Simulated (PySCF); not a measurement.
# SnH3(NHiPr): geometry, NMR shifts and electronic excitations

Wanted: the NMR shifts and electronic excitations of SnH3(NHiPr) (`[H][Sn]([H])([H])[NH]C(C)C`), by calculation.

Programs: PySCF 2.14.0, with density-fitted response routines of our own. Each step states its level of theory. These are calculated values for one molecule in the gas phase, unless marked as measured. Atoms are numbered from 0 throughout.

## (1) Starting geometry

16 atoms, charge 0, multiplicity 1; geometry from: GFN2-xTB. The atoms were then displaced at random by about 0.03 Å, so the start is not that level's minimum.

Bonds of the start (Å): Sn0–H1 1.61, Sn0–H2 1.63, Sn0–H3 1.68, Sn0–N4 2.03, N4–C5 1.41, N4–H8 1.04, C5–C6 1.55, C5–C7 1.57, C5–H9 1.08, C6–H10 1.07, C6–H11 1.07, C6–H12 1.17, C7–H13 1.05, C7–H14 1.10, C7–H15 1.09.

## (2) Relaxing the molecule at PBE0-D3(BJ)/def2-SVP

The job: settings as JSON, then the geometry in Å.

```
{"job": {"xc": "PBE0", "basis": "def2-SVP", "d3": "d3bj", "grid": 1, "maxiter": 40, "shake": 0.03, "kind": "geom"}, "charge": 0, "multiplicity": 1}
Sn     0.041070     1.901960     1.013890
H      0.732860     1.450870     2.399860
H      1.035080     2.700970    -0.004550
H     -1.127750     3.045160     1.383230
N     -0.994160     0.591800    -0.139860
C     -0.427230    -0.610130    -0.611000
C     -0.178030    -1.669030     0.497920
C      0.934620    -0.327090    -1.346300
H     -1.915810     0.437500     0.315960
H     -1.145630    -1.034960    -1.298440
H      0.496720    -1.303820     1.243490
H      0.175660    -2.594410     0.098590
H     -1.226590    -1.825640     0.991110
H      1.600940    -0.018460    -0.599840
H      1.226620    -1.268460    -1.839720
H      0.737280     0.489820    -2.037920
```

The run is started by

```bash
$ OMP_NUM_THREADS=1 python probes_run.py task.json out
```

The driver reads the jobs from task.json and runs them one after another.

Output:

```text
step   0  E = -389.60790599  max force = 0.065243
step   1  E = -389.62770563  max force = 0.014924
step   2  E = -389.62955550  max force = 0.003363
step   3  E = -389.62979363  max force = 0.001348
step   4  E = -389.62984499  max force = 0.000856
step   5  E = -389.62990036  max force = 0.000896
step   6  E = -389.62993670  max force = 0.000837
step   7  E = -389.62997661  max force = 0.000530
step   8  E = -389.62998965  max force = 0.000250
optimisation converged
```

Run time: 3.4 min. Hardware: 1 thread of Intel Xeon at 2.50GHz, shared host; peak memory 0.53 GiB.

The steps of the relaxation:

```tsv
step	energy from step 0 (eV)	largest force component (eV/Å)
0	0.0000	3.3549
1	-0.5388	0.7674
2	-0.5891	0.1729
3	-0.5956	0.0693
4	-0.5970	0.0440
5	-0.5985	0.0461
6	-0.5995	0.0430
7	-0.6006	0.0273
8	-0.6009	0.0129
```

Distances of close pairs at the start and the end, largest changes first:

```tsv
bond	before (Å)	after (Å)	change (Å)
Sn0–H1	1.613	1.725	+0.111
Sn0–H2	1.632	1.712	+0.080
C6–H12	1.169	1.102	-0.068
C7–H13	1.047	1.105	+0.058
C5–C7	1.573	1.521	-0.052
N4–C5	1.410	1.453	+0.043
Sn0–H3	1.676	1.713	+0.037
C6–H11	1.068	1.102	+0.034
```

The end geometry stands in the next job.

```tsv
at the end point	value
point group (found at 0.08 Å tolerance)	C1
rotational constants (GHz, main isotopes)	5.561, 1.285, 1.204
dipole moment (D)	0.78
```

## (3) NMR shieldings: PBE0/def2-TZVP+pcSseg-1

The job: settings as JSON, then the geometry in Å.

```
{"job": {"kind": "nmr", "xc": "PBE0", "basis": {"default": "pcSseg-1", "Sn": "def2-TZVP"}}, "charge": 0, "multiplicity": 1}
Sn     0.018784     2.016355     0.963675
H      0.984587     1.362578     2.234097
H      1.022558     2.893203    -0.111571
H     -1.212704     3.013904     1.614649
N     -1.017489     0.616856    -0.115008
C     -0.428786    -0.622967    -0.592475
C     -0.270247    -1.686430     0.493670
C      0.893904    -0.346379    -1.290313
H     -1.937077     0.453757     0.288353
H     -1.116650    -1.032467    -1.359242
H      0.434750    -1.346731     1.270993
H      0.107332    -2.636868     0.082912
H     -1.234979    -1.892578     0.983711
H      1.647109     0.034931    -0.577255
H      1.307454    -1.263781    -1.734223
H      0.767104     0.402696    -2.085555
```

With the program's defaults for keys left out, this is: GIAO PBE0/pcSseg-1 Sn:def2-TZVP NMR shielding, scalar relativity only through core potentials, gas phase.

Output:

```text
coarse grid: 55880 points
cycle   1  E = -388.2434402937  dE = -3.529e+01  |g| = 2.696e+00  |ddm| = 3.134e+01
cycle   2  E = -387.1865223105  dE =  1.057e+00  |g| = 4.191e+00  |ddm| = 7.911e+00
cycle   3  E = -389.7160000315  dE = -2.529e+00  |g| = 2.525e-01  |ddm| = 3.665e+00
cycle   4  E = -389.7261909699  dE = -1.019e-02  |g| = 1.699e-01  |ddm| = 4.763e-01
cycle   5  E = -389.7323238019  dE = -6.133e-03  |g| = 4.635e-02  |ddm| = 1.796e-01
cycle   6  E = -389.7327920131  dE = -4.682e-04  |g| = 8.026e-03  |ddm| = 5.002e-02
cycle   7  E = -389.7328060708  dE = -1.406e-05  |g| = 3.049e-03  |ddm| = 9.917e-03
cycle   8  E = -389.7328083910  dE = -2.320e-06  |g| = 5.341e-04  |ddm| = 3.378e-03
final grid: 117752 points
cycle   9  E = -389.7329256829  dE = -1.316e-07  |g| = 5.505e-04  |ddm| = 2.733e-03
cycle  10  E = -389.7329256438  dE =  3.913e-08  |g| = 7.018e-04  |ddm| = 1.010e-03
cycle  11  E = -389.7329257540  dE = -1.102e-07  |g| = 6.271e-05  |ddm| = 5.408e-04
cycle  12  E = -389.7329257549  dE = -8.363e-10  |g| = 2.282e-05  |ddm| = 8.207e-05
converged SCF energy = -389.7329257549

GIAO shielding tensors (ppm)
atom      isotropic    diamagn.    paramagn.     s11        s22        s33       span
  0 Sn         nan         nan         nan        nan        nan        nan        nan
  1 H       25.807      27.962      -2.155     17.868     20.634     38.920     21.052
  2 H       26.192      27.909      -1.717     18.409     20.759     39.407     20.997
  3 H       26.560      27.628      -1.068     19.091     20.345     40.244     21.153
  4 N      219.463     319.304     -99.841    176.428    203.066    278.896    102.468
  5 C      135.831     241.787    -105.955    117.651    129.734    160.109     42.458
  6 C      154.828     249.279     -94.451    131.860    148.617    184.006     52.146
  7 C      157.443     249.924     -92.481    143.575    146.904    181.849     38.273
  8 H       31.302      32.996      -1.694     21.178     30.513     42.214     21.037
  9 H       27.962      30.250      -2.288     23.554     25.999     34.332     10.779
 10 H       30.205      31.386      -1.181     26.618     30.526     33.472      6.854
 11 H       30.228      29.969       0.259     25.608     27.625     37.451     11.843
 12 H       30.340      30.496      -0.156     26.558     27.996     36.465      9.907
 13 H       30.536      32.006      -1.470     26.590     31.744     33.275      6.684
 14 H       30.133      30.025       0.108     25.781     27.517     37.100     11.319
 15 H       29.818      30.454      -0.636     25.646     27.675     36.135     10.489
```

Wall time 72 s (1 thread of Intel Xeon at 2.50GHz, shared host); peak memory 1 GiB.

The references, computed at this level on geometries of the same kind, shield at (ppm): 1H TMS 31.27, 13C TMS 184.4, 15N NH3 265.7. Their shielding less the atom's gives the shift. The references are single molecules in the gas phase, so shifts against H2O, NH3, PH3, H3PO4 or CFCl3 are not on the usual liquid scales and can be off by tens of ppm. Atoms listed in one row are averaged.

```tsv
atoms	environment	σ (ppm)	δ (ppm)
C5	carbon bonded to 2 C, N, H	135.8	48.6
C6, C7	carbon bonded to C, 3 H	156.1	28.3
H1, H2, H3	hydrogen on a Sn bonded to N	26.19	5.08
H9	hydrogen on a carbon bonded to 2 C, N	27.96	3.31
H10, H11, H12, H13, H14, H15	hydrogen on a carbon bonded to C	30.21	1.06
H8	hydrogen on a nitrogen bonded to C, Sn	31.30	-0.03
N4	nitrogen bonded to C, Sn, H	219.5	46.2
```

Atoms past Kr carry core potentials, so their printed shieldings have no meaning and are left out of the table.

The run also stored atomic charges by several schemes (e):

```tsv
atoms	Mulliken	ESP fit
Sn0	0.41	0.51
N4	-0.62	-0.87
C5	-0.13	0.66
C6, C7	-0.25	-0.59
```

Mayer bond orders: Sn0–N4 0.97, N4–C5 0.98, C5–C6 1.01, C5–C7 1.04.

With diffuse functions Mulliken charges and Mayer bond orders lose their meaning; the other schemes are steadier.

Orbitals, density, ELF and potential are computed afterwards from the orbital file.

Frontier orbitals at PBE0/def2-TZVP+pcSseg-1, with the share of their density that lies nearest to each atom:

```tsv
orbital	energy (eV)	lies on
HOMO	-6.37	N4 63 %; H1, H8 about 7 % each
LUMO	0.13	H1, H2, H3 about 17 % each; Sn0 15 %; N4 14 %
```

ELF in a plane through or near 6 of the atoms.

Values, 10 rows by 14 columns:
```
0.00 0.00 0.00 0.00 0.00 0.00 0.00 0.00 0.00 0.00 0.00 0.00 0.00 0.00
0.00 0.00 0.00 0.00 0.00 0.00 0.01 0.00 0.00 0.00 0.00 0.00 0.00 0.00
0.00 0.00 0.00 0.00 0.54 0.24 0.23 0.11 0.00 0.63 0.95 0.13 0.00 0.00
0.00 0.00 0.00 0.04 1.00 0.98 0.35 0.46 0.02 0.99 1.00 0.91 0.01 0.00
0.00 0.00 0.00 0.00 0.09 0.40 0.75 0.13 0.15 0.26 0.30 0.21 0.01 0.00
0.00 0.00 0.00 0.66 0.87 0.68 0.70 0.20 0.29 0.70 0.53 0.62 0.22 0.00
0.00 0.00 0.00 0.69 0.90 0.11 0.45 0.08 0.35 0.22 0.49 0.97 0.58 0.00
0.00 0.00 0.00 0.01 0.36 1.00 0.88 0.01 0.02 0.04 0.24 0.54 0.03 0.00
0.00 0.00 0.00 0.00 0.04 0.67 0.23 0.00 0.00 0.00 0.00 0.00 0.00 0.00
0.00 0.00 0.00 0.00 0.00 0.00 0.00 0.00 0.00 0.00 0.00 0.00 0.00 0.00
```
The map spans 12.1 Å across and 9.4 Å up, centred on the molecule. Atoms in the plane (x, y in Å): Sn0 (2.2, -0.1), H2 (2.6, 1.6), C6 (-1.4, -1.0), C7 (-0.8, 1.4), H12 (-1.4, -2.0), H14 (-1.8, 1.7).

log10 of the density (e/Å³) in the same plane.

Ten even steps from '0' (-4.0) to '9' (1.3):
```
0000000000000000000000000000
0000000000000000000000000000
0000000011222221111111000000
0000000123333332222222110000
0000001344455543333443210000
0000002456666654345665321000
0000012467777765456775432000
0000012456788765556775432100
0000012345677655567775432100
0000013445677655689986543100
0000124566777666689986543210
0000134677887656678876543210
0000124667887555566666543210
0000023457776544444555433200
0000012456776433333344332100
0000001245554322112222211000
0000000123443211001111100000
0000000012222100000000000000
0000000000000000000000000000
0000000000000000000000000000
```
The map spans 12.1 Å across and 9.4 Å up, centred on the molecule. Atoms in the plane (x, y in Å): Sn0 (2.2, -0.1), H2 (2.6, 1.6), C6 (-1.4, -1.0), C7 (-0.8, 1.4), H12 (-1.4, -2.0), H14 (-1.8, 1.7).

On the surface of density 0.002 e/bohr³ the electrostatic potential runs, from the 1st to the 99th percentile, from -1.30 V near N4 to 1.26 V near H8.

## (4) Ultraviolet spectrum: wB97X-D/def2-SVPD

Same as in step 3 but for these lines:

```diff
@@ -1,2 +1,2 @@
-{"job": {"kind": "nmr", "xc": "PBE0", "basis": {"default": "pcSseg-1", "Sn": "def2-TZVP"}}, "charge": 0, "multiplicity": 1}
+{"job": {"kind": "uv", "xc": "wB97X-D", "basis": "def2-SVPD", "ip": true, "nstates": 10}, "charge": 0, "multiplicity": 1}
 Sn     0.018784     2.016355     0.963675
```

Method: TDDFT wB97X-D/def2-SVPD, vertical, gas phase, core orbitals frozen in the response.

Output:

```text
coarse grid: 55880 points
cycle   1  E = -388.4085932453  dE = -2.199e+01  |g| = 2.497e+00  |ddm| = 1.277e+01
cycle   2  E = -388.9994522297  dE = -5.909e-01  |g| = 2.223e+00  |ddm| = 1.335e+01
cycle   3  E = -389.8506152350  dE = -8.512e-01  |g| = 1.405e-01  |ddm| = 4.004e+00
cycle   4  E = -389.8548319558  dE = -4.217e-03  |g| = 1.203e-01  |ddm| = 4.932e-01
cycle   5  E = -389.8580469819  dE = -3.215e-03  |g| = 2.861e-02  |ddm| = 2.196e-01
cycle   6  E = -389.8583198012  dE = -2.728e-04  |g| = 6.929e-03  |ddm| = 6.521e-02
cycle   7  E = -389.8583480334  dE = -2.823e-05  |g| = 3.216e-03  |ddm| = 2.758e-02
cycle   8  E = -389.8583538358  dE = -5.802e-06  |g| = 7.664e-04  |ddm| = 1.171e-02
final grid: 117752 points
cycle   9  E = -389.8553052386  dE = -7.055e-06  |g| = 1.235e-03  |ddm| = 1.657e-02
cycle  10  E = -389.8553055007  dE = -2.622e-07  |g| = 7.926e-04  |ddm| = 4.771e-03
cycle  11  E = -389.8553056289  dE = -1.282e-07  |g| = 1.681e-04  |ddm| = 1.814e-03
cycle  12  E = -389.8553056424  dE = -1.348e-08  |g| = 8.567e-05  |ddm| = 5.328e-04
cycle  13  E = -389.8553056476  dE = -5.216e-09  |g| = 3.297e-05  |ddm| = 4.992e-04
cycle  14  E = -389.8553056481  dE = -5.189e-10  |g| = 8.908e-06  |ddm| = 1.223e-04
converged SCF energy = -389.8553056481

Static polarisability (au): isotropic 87.214, principal 79.933 83.584 98.124

Singlet excitations
state   eV       nm        f      main configurations
  1   5.5857    222.0   0.03582   H->L+1 0.85
  2   6.0365    205.4   0.01666   H->L 0.89
  3   6.5813    188.4   0.00258   H->L+2 0.92
  4   6.9090    179.5   0.00763   H->L+3 0.60, H->L+4 0.20
  5   6.9899    177.4   0.03875   H->L+4 0.57, H->L+3 0.29
  6   7.6113    162.9   0.00377   H->L+5 0.56, H->L+8 0.15
  7   7.8010    158.9   0.02080   H->L+6 0.76
  8   8.0178    154.6   0.00231   H-2->L+1 0.69
  9   8.0376    154.3   0.02741   H->L+7 0.39, H-3->L+1 0.18, H-1->L+1 0.13
 10   8.2253    150.7   0.02346   H-1->L+1 0.39, H->L+7 0.15, H-3->L+1 0.13

Triplet excitations (Tamm-Dancoff, eV): 5.0727 5.8841 6.4949 6.6179
Vertical ionisation energy (delta-SCF) = 8.3376 eV
```

Wall time 2.8 min (1 thread of Intel Xeon at 2.50GHz, shared host); peak memory 1.1 GiB.

The orbitals next to the gap, with their largest atomic shares:

```tsv
orbital	eV	atoms
HOMO−3	-11.06	Sn0 32 %, H1 20 %, H2 17 %
HOMO−2	-10.88	Sn0 40 %, H3 36 %, H1 11 %
HOMO−1	-10.63	N4 20 %, Sn0 19 %, H2 16 %
HOMO	-8.29	N4 59 %, C5 10 %, Sn0 8 %
LUMO	1.55	Sn0 55 %, H1 11 %, H3 11 %
LUMO+1	1.78	Sn0 42 %, N4 10 %, H1 8 %
LUMO+2	2.50	Sn0 50 %, H1 12 %, H3 8 %
```

With each of the 10 states as a Gaussian band of 0.4 eV half-width at 1/e, the curve within the window shown has maxima at 219 nm (ε 1,700), 177 nm (ε 1,900), 154 nm (ε 2,600) L/(mol cm). Beyond the last state computed it falls off for lack of states. The curve at chosen wavelengths:

(nm, ε (L/mol/cm)): (145, 843), (149, 1895), (153, 2578), (157, 2391), (161, 1699), (166, 1151), (170, 1344), (174, 1777), (178, 1927), (182, 1627), (186, 1134), (190, 762), (194, 639), (199, 769), (203, 987), (207, 1231), (211, 1459), (215, 1625), (219, 1679), (223, 1591), (227, 1375), (232, 1008), (236, 712), (240, 465), (244, 281), (248, 159)

Leading natural transition orbitals of singlet state 5: the hole lies on N4 64 %; H8 8 %; H1 7 %; the particle on H2, H3 about 22 % each; Sn0 10 %; H9 10 %.

Leading natural transition orbitals of singlet state 1: the hole lies on N4 65 %; H8 8 %; H1 6 %; the particle on H8 18 %; Sn0 15 %; N4 15 %.

Further results of this job:

```tsv
property	computed
dipole moment (D)	0.79
polarisability (Å³)	12.92
HOMO–LUMO gap (eV)	9.84
−ε(HOMO) (eV)	8.29
```

## (5) NMR shieldings: B3LYP/def2-TZVP+pcSseg-1

Same as in step 4 but for these lines:

```diff
@@ -1,2 +1,2 @@
-{"job": {"kind": "uv", "xc": "wB97X-D", "basis": "def2-SVPD", "ip": true, "nstates": 10}, "charge": 0, "multiplicity": 1}
+{"job": {"kind": "nmr", "xc": "B3LYP", "basis": {"default": "pcSseg-1", "Sn": "def2-TZVP"}, "pop": false}, "charge": 0, "multiplicity": 1}
 Sn     0.018784     2.016355     0.963675
```

Method: GIAO B3LYP/pcSseg-1 Sn:def2-TZVP NMR shielding, scalar relativity only through core potentials, gas phase.

Output:

```text
coarse grid: 55880 points
cycle   1  E = -388.4565449023  dE = -3.516e+01  |g| = 2.766e+00  |ddm| = 3.124e+01
cycle   2  E = -386.2039518519  dE =  2.253e+00  |g| = 5.123e+00  |ddm| = 9.176e+00
cycle   3  E = -389.9950894233  dE = -3.791e+00  |g| = 3.726e-01  |ddm| = 5.448e+00
cycle   4  E = -390.0090661647  dE = -1.398e-02  |g| = 2.775e-01  |ddm| = 6.048e-01
cycle   5  E = -390.0255479633  dE = -1.648e-02  |g| = 5.246e-02  |ddm| = 2.755e-01
cycle   6  E = -390.0260739531  dE = -5.260e-04  |g| = 1.922e-02  |ddm| = 6.136e-02
cycle   7  E = -390.0261613463  dE = -8.739e-05  |g| = 4.310e-03  |ddm| = 1.887e-02
cycle   8  E = -390.0261661913  dE = -4.845e-06  |g| = 7.856e-04  |ddm| = 5.426e-03
final grid: 117752 points
cycle   9  E = -390.0262724575  dE = -9.355e-08  |g| = 9.124e-04  |ddm| = 3.026e-03
cycle  10  E = -390.0262723394  dE =  1.181e-07  |g| = 1.161e-03  |ddm| = 1.571e-03
cycle  11  E = -390.0262726436  dE = -3.042e-07  |g| = 7.065e-05  |ddm| = 8.751e-04
cycle  12  E = -390.0262726445  dE = -9.657e-10  |g| = 1.400e-05  |ddm| = 7.020e-05
converged SCF energy = -390.0262726445

GIAO shielding tensors (ppm)
atom      isotropic    diamagn.    paramagn.     s11        s22        s33       span
  0 Sn         nan         nan         nan        nan        nan        nan        nan
  1 H       25.936      28.286      -2.350     18.047     20.785     38.976     20.928
  2 H       26.347      28.219      -1.872     18.642     20.955     39.444     20.803
  3 H       26.727      27.894      -1.167     19.330     20.569     40.282     20.952
  4 N      210.724     319.404    -108.680    167.804    195.096    269.272    101.468
  5 C      128.335     241.617    -113.283    110.232    122.127    152.646     42.414
  6 C      149.107     248.313     -99.206    125.340    142.920    179.061     53.722
  7 C      151.646     248.844     -97.199    137.511    140.744    176.682     39.172
  8 H       31.349      32.981      -1.632     21.531     30.830     41.686     20.156
  9 H       28.046      30.117      -2.071     23.745     26.227     34.167     10.422
 10 H       30.288      31.696      -1.408     26.870     30.602     33.391      6.521
 11 H       30.312      29.962       0.350     25.856     27.870     37.211     11.356
 12 H       30.463      30.570      -0.107     26.870     28.225     36.295      9.425
 13 H       30.613      32.282      -1.669     26.821     31.830     33.188      6.367
 14 H       30.231      30.007       0.224     26.075     27.761     36.857     10.782
 15 H       29.917      30.499      -0.582     25.905     27.895     35.949     10.044
```

Run time: 52 s. Hardware: 1 thread of Intel Xeon at 2.50GHz, shared host; peak memory 0.96 GiB.

Key values: δ C5 50.9, C6 28.9, N4 52.8, H1 5.05, H9 3.34 ppm (means over like atoms).

## (6) Comparing the runs: NMR shifts

Shifts (ppm), means over like atoms, with basis size and wall time:

```tsv
run	C5	C6	H1	H9	H10	H8	N4	functions	time
PBE0/def2-TZVP+pcSseg-1	48.6	28.3	5.08	3.31	1.06	-0.03	46.2	173	72 s
B3LYP/def2-TZVP+pcSseg-1	50.9	28.9	5.05	3.34	1.08	0.03	52.8	173	52 s
```

## (7) What came out

| quantity | value |
| --- | --- |
| point group | C1 |
| rotational constants (main isotopes) | 5.56, 1.28, 1.20 GHz |
| 13C shifts against TMS (PBE0/def2-TZVP+pcSseg-1, means over atoms taken as alike) | 48.6, 28.3 ppm |
| 1H shifts against TMS (PBE0/def2-TZVP+pcSseg-1, means over atoms taken as alike) | 5.08, 3.31, 1.06, -0.03 ppm |
| 15N shifts against NH3 (PBE0/def2-TZVP+pcSseg-1) | 46.2 ppm |
| surface potential, 1st and 99th percentile | -1.30 V and 1.26 V |
| lowest singlet (wB97X-D/def2-SVPD) | 5.59 eV (222 nm), f = 0.036 |
| brightest single state of those computed | state 5, 6.99 eV, f = 0.039 |
| lowest triplet | 5.07 eV |
| vertical ionisation energy (ΔSCF) | 8.34 eV |
| range of the shift of N4 | 46.2 to 52.8 ppm |

What this shows: The start was shaken at random, so part of the energy gained undoes that. Over 8 steps the energy fell by 0.601 eV; of the close pairs, Sn0–H1 changed most, 1.613 to 1.725 Å. No frequency check was run at this level, so the end point may be a saddle. At PBE0/def2-TZVP+pcSseg-1: The widest tensor belongs to N4: span 102 ppm, with a paramagnetic part of -100 ppm. The lowest singlet, at 5.59 eV, is HOMO→LUMO+1 0.85 and is weak; of the 10 states computed, the strongest absorption comes from state 5 at 6.99 eV. The lowest triplet lies 0.51 eV below the lowest singlet (triplets in Tamm-Dancoff, singlets in full TDDFT). Spin-orbit coupling, left out, mixes singlets and triplets in elements this heavy. At wB97X-D/def2-SVPD, the highest states lie near or above the ionisation energy, where they hang on the basis. ΔSCF puts the ionisation energy at 8.34 eV, 0.05 eV above −ε(HOMO). In ppm, N4 moves most: its shift spreads over 6.6 ppm, from 46.2 (PBE0/def2-TZVP+pcSseg-1) to 52.8 (B3LYP/def2-TZVP+pcSseg-1). Spin-orbit coupling is left out, which matters for shieldings and couplings at and beside the heavy atoms.
